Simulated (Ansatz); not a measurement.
The system is Cd2S.

```xyz
3
Lattice="3.9627 0.0000 0.0000 -1.9813 3.4318 0.0000 0.0000 0.0000 5.8092" Properties=species:S:1:pos:R:3 pbc="T T T"
Cd    0.0000    2.2878    5.4183
Cd    1.9813    1.1439    3.3620
S     0.0000    2.2878    2.1245
```

The cell comes from a database or a generator and needn't be the stable form of this composition.

Base run:

* Program: Ansatz 0.2.0
* Functional: r2SCAN0 form with a typed share of exact exchange
* Potentials or basis: Ansatz PAW
* Cutoff: 500 eV (not typed: the program's choice for these potentials)
* k mesh: 5 × 5 × 3
* Occupations: fermi-dirac, width 0.05 eV
* Spin: no spin polarisation

Its results: band gap on the k mesh 1.63 eV, indirect (least direct gap 1.82 eV); pressure -2.2 GPa; largest force 0.125 eV/Å.

Task: The run is repeated on the same cell with these changes: share of exact exchange from 0.15 to 0.35. What comes out?

Result: Band gap on the k mesh 2.19 eV, indirect (least direct gap 2.22 eV); pressure -2.6 GPa; largest force 0.273 eV/Å.

Caveats: odd divisions of the mesh miss points on the zone boundary, where band edges often lie, so the gap on the mesh can be too wide; the PAW data sets come from PBE, with cores solved anew for the run's functional, which leaves a small shift of forces and pressure; the thresholds are loose for stress.

A k mesh can miss the band edges.
